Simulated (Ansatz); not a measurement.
**SnH2Cl2: a ladder of functionals and wavefunction methods**

How much do the methods differ for SnH2Cl2? The plan is to run it at one geometry with functionals of several rungs and with coupled cluster. The yardstick is the atomisation energy at the CCSD(T) limit.

The runs use Ansatz 0.2.0, Gaussian basis; functionals in def2-TZVPP, the program's frozen cores in correlated methods.

Plan: LDA (SPW92), PBE-D4, revPBE-D4, BLYP-D4, r2SCAN-D4, B97M-V, PBE0-D4, B3LYP-D4, r2SCANh-D4, r2SCAN0-D4, HSE06-D4, BHLYP-D4, CAM-B3LYP-D4, LC-ωPBE, ωB97X-V, ωB97M-V, B2PLYP, PBE-QIDH; CCSD(T)/def2-SVP; CCSD(T)/def2-TZVPP; MP2/def2-QZVPP; extrapolation to the limit; RPA on PBE.

### Step 1. The relaxed structure

All runs share one geometry, relaxed beforehand with PBE0-D4 in a triple-zeta def2 set. Sn takes the def2 core potential; no spin-orbit term is included.

5 atoms, charge 0, spin multiplicity 1.

Atoms are counted from 1 here; the program's logs count them from 0.

Bond lengths: Cl1–Sn2 2.316 Å, Sn2–Cl3 2.316 Å, Sn2–H4 1.695 Å, Sn2–H5 1.695 Å. Angles: Cl1–Sn2–Cl3 106.5°, Cl1–Sn2–H4 107.8°, Cl1–Sn2–H5 107.8°, Cl3–Sn2–H4 107.8°, Cl3–Sn2–H5 107.8°, H4–Sn2–H5 118.6°.

### Step 2. LDA

This LDA is Slater exchange with PW92 correlation.

in.yaml

```yaml
crystal:
  periodic: [false, false, false]
  atoms:
    - {symbol: Cl, position_ang: [-1.795273, -0.326183, 1.206485]}
    - {symbol: Sn, position_ang: [0.192391, -0.102919, 0.038596]}
    - {symbol: Cl, position_ang: [-0.250419, 1.295513, -1.753868]}
    - {symbol: H, position_ang: [0.602165, -1.626263, -0.582063]}
    - {symbol: H, position_ang: [1.301036, 0.686252, 1.049448]}
basis:
  gaussian: {orbitals: def2-TZVPP}
hamiltonian: {xc: lda}
output: {orbitals: {seedname: orbitals}}
```

After this run come: PBE-D4 (GGA); revPBE-D4 (GGA); BLYP-D4 (GGA); r2SCAN-D4 (meta-GGA); B97M-V (meta-GGA); PBE0-D4 (hybrid); B3LYP-D4 (hybrid); r2SCANh-D4 (hybrid); r2SCAN0-D4 (hybrid); HSE06-D4 (hybrid); BHLYP-D4 (hybrid); CAM-B3LYP-D4 (range-separated); LC-ωPBE-D4 (range-separated); ωB97X-V (range-separated); ωB97M-V (range-separated); B2PLYP (double hybrid); PBE-QIDH (double hybrid); CCSD(T) in def2-SVP; CCSD(T) in def2-TZVPP; MP2 in def2-QZVPP; RPA on PBE orbitals.

Before running them: what should the planned runs give, taken together? Wanted: atomisation energy, CCSD(T)/CBS; farthest beyond LDA; mean size of error, GGA; mean size of error, meta-GGA; mean size of error, hybrid; mean size of error, range-separated; mean size of error, double hybrid; gap, smallest and largest; T1 diagnostic.

As calculated:

| quantity | value |
| --- | --- |
| atomisation energy, CCSD(T)/CBS | 294.7 kcal/mol |
| functionals within 2.9 kcal/mol (1.0 %) | ωB97X-V |
| farthest beyond LDA | BHLYP-D4 (-14.2 kcal/mol) |
| mean size of error, GGA | 10.5 kcal/mol |
| mean size of error, meta-GGA | 5.4 kcal/mol |
| mean size of error, hybrid | 8.8 kcal/mol |
| mean size of error, range-separated | 5.6 kcal/mol |
| mean size of error, double hybrid | 10.3 kcal/mol |
| gap, smallest and largest | 5.12 eV (LDA (SPW92)), 12.57 eV (LC-ωPBE) |
| T1 diagnostic | 0.0111 |
| triples share of the correlation energy | 3.5 % |

In words: The LDA atomisation energy is off by 36.5 kcal/mol (12 %): it overbinds. PBE-D4 is off by -5.2 kcal/mol. Double hybrids carry the basis error of their MP2 part in triple zeta, and no dispersion term here, so their miss is partly the set-up's. By mean error the best rung here is meta-GGA (5.4 kcal/mol) and the worst beyond LDA is GGA (10.5 kcal/mol). The gap between the best rungs is small, so their order is not settled. The reference freezes the cores and leaves out spin-orbit coupling and excitations past (T), and its outer-core shells are covered unevenly, so misses under about 2.9 kcal/mol can't be ranked. All levels share the lack of spin-orbit coupling, which lowers the free heavy atoms and so the true binding. Hartree-Fock recovers 71 % of the binding; the rest is correlation. CCSD(T) in def2-SVP is off by -32.1 kcal/mol, worse than the median functional, from the basis alone. The gap grows from 5.1 to 12.6 eV across the functionals, mostly with the share of exact exchange. Correlated methods include outer-core shells of Sn, which these sets cover unevenly.
